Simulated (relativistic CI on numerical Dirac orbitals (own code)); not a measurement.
**W³⁺ (5d3) in crystal fields: levels and magnetism**

How does a crystal field split the 5d3 shell of W³⁺, and what follows for the ground state and χT? 6 fields tried.

Method: Dirac-Coulomb-Breit CI, KLI orbitals optimised for each configuration, model QED (radiative potential, 1s self-energy scaled to tabulated hydrogen-like ionisation energies), valence Slater integrals scaled by 0.9, one configuration in a parametric crystal field. Code: relativistic CI on numerical Dirac orbitals (own code) version 1.

## 1. The system

```
ion            : W³⁺ (W IV)
nuclear charge : 74
electrons      : 71
open shell     : 5d3
Slater scale   : 0.9
field 1 (cm⁻¹) : Td, 10Dq = -3100
field 2 (cm⁻¹) : Td, 10Dq = -5600
field 3 (cm⁻¹) : Td, 10Dq = -8100
field 4 (cm⁻¹) : Td, 10Dq = -10600
field 5 (cm⁻¹) : Td, 10Dq = -13100
field 6 (cm⁻¹) : Td, 10Dq = -15600
```

Outer shells as boxes (Hund's rule):

[Xe] 4f14 5d3
```
[Xe] core
4f [↑↓][↑↓][↑↓][↑↓][↑↓][↑↓][↑↓]
5d [↑ ][↑ ][↑ ][  ][  ]
```

## 2. Field 1: Td, 10Dq = -3100

Settings of the run:

```ini
atom W  Z=74  charge=3  electrons=71
nucleus A=184  rms_radius_fm=5.3658
hamiltonian dirac-coulomb  breit=on  qed=on  c_scale=1
orbitals kli  potential=per-configuration
slater_scale 0.9
correlation none
mixing on
configurations
  [Xe] 4f14 5d3
end
crystal_field Td 10Dq=-3100
```

## 3. Field 2: Td, 10Dq = -5600

Settings: those of step 2 with these lines changed.

```diff
@@ -10,2 +10,2 @@
 end
-crystal_field Td 10Dq=-3100
+crystal_field Td 10Dq=-5600
```

## 4. Field 3: Td, 10Dq = -8100

Settings: those of step 3 with these lines changed.

```diff
@@ -10,2 +10,2 @@
 end
-crystal_field Td 10Dq=-5600
+crystal_field Td 10Dq=-8100
```

## 5. Field 4: Td, 10Dq = -10600

Settings: those of step 4 with these lines changed.

```diff
@@ -10,2 +10,2 @@
 end
-crystal_field Td 10Dq=-8100
+crystal_field Td 10Dq=-10600
```

## 6. Field 5: Td, 10Dq = -13100

Settings: those of step 5 with these lines changed.

```diff
@@ -10,2 +10,2 @@
 end
-crystal_field Td 10Dq=-10600
+crystal_field Td 10Dq=-13100
```

## 7. Field 6: Td, 10Dq = -15600

Settings: those of step 6 with these lines changed.

```diff
@@ -10,2 +10,2 @@
 end
-crystal_field Td 10Dq=-13100
+crystal_field Td 10Dq=-15600
```

(Steps that only read results are left out.)

Q: Predict the outcome of this session. Wanted: ground spin.

As calculated:

| field | ground state | degeneracy | S | J | first gap (cm⁻¹) | stabilisation (cm⁻¹) | χT at 2 K | χT at 300 K |
| --- | --- | --- | --- | --- | --- | --- | --- | --- |
| 1: Td | G8 | 4 | 1.44 | 1.73 | 2267 | -719 | 0.089 | 0.144 |
| 2: Td | G8 | 4 | 1.43 | 1.99 | 2072 | -1972 | 0.116 | 0.181 |
| 3: Td | G8 | 4 | 1.40 | 2.24 | 2077 | -3594 | 0.157 | 0.228 |
| 4: Td | G8 | 4 | 1.34 | 2.50 | 2308 | -5541 | 0.201 | 0.273 |
| 5: Td | G8 | 4 | 1.22 | 2.81 | 2862 | -7876 | 0.239 | 0.307 |
| 6: Td | G8 | 4 | 1.05 | 3.16 | 3878 | -10717 | 0.259 | 0.320 |

χT is in cm³ K/mol; stabilisation counts from the free ion's lowest level; S and J come from the expectation values of their squares.

```
                           quantity                                                 value
ground spin (effective S from ⟨S²⟩)  1: 1.44, 2: 1.43, 3: 1.40, 4: 1.34, 5: 1.22, 6: 1.05
                        χT at 300 K                                0.14 to 0.32 cm³ K/mol
```

What this shows: S of the ground state lies between 1.05 and 1.44: spin-orbit coupling mixes spin states. The field is a set of parameters, without covalency or charge transfer.
